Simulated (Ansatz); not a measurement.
Crystal: KPt.

```
Pt K
1.0
     3.00085    0.00000    0.00000
    -1.50042    2.59881    0.00000
     0.00000    0.00000    5.34558
Pt K
1 1
Cartesian
  1.5004 0.8663 0.0000
  0.0000 0.0000 2.6728
```

The cell comes from a database or a generator and needn't be the stable form of this composition.

* Program: Ansatz 0.2.0
* Task: relaxation of cell and atoms
* Functional: r2SCAN
* Potentials or basis: Ansatz PAW
* Cutoff: 500 eV (not typed: the program's choice for these potentials)
* k mesh: 10 × 10 × 5
* Occupations: fermi-dirac, width 0.05 eV
* Spin: no spin polarisation

At the start: volume 20.84 Å³/atom.

Q: How do energy, volume and symmetry change on relaxing?

A: It ends after 5 steps and the volume is 20.14 Å³/atom (-3.4 %); space group P-6m2 (No. 187, to 0.05 Å).

Step by step:
```
step  energy change (eV)  largest force (eV/Å)  volume (Å³)
   1              0.0000                0.0000        41.69
   2             -0.0089                0.0000        39.72
   3             -0.0111                0.0000        40.31
   4             -0.0112                0.0000        40.27
   5             -0.0108                0.0000        40.27
```

Final structure:
```cif
data_structure
_symmetry_space_group_name_H-M 'P 1'
_symmetry_Int_Tables_number 1
_cell_length_a 2.9570
_cell_length_b 2.9570
_cell_length_c 5.3178
_cell_angle_alpha 90.000
_cell_angle_beta 90.000
_cell_angle_gamma 120.000
_cell_volume 40.27
loop_
_atom_site_label
_atom_site_type_symbol
_atom_site_fract_x
_atom_site_fract_y
_atom_site_fract_z
_atom_site_occupancy
Pt1 Pt 0.66667 0.33333 0.00000 1
K1 K 0.00000 0.00000 0.50000 1
```

Caveat: the plane-wave basis is chosen anew once the cell has moved, so the energies of steps on either side of that aren't comparable; the PAW data sets come from PBE, with cores solved anew for the run's functional, which leaves a small shift of forces and pressure.
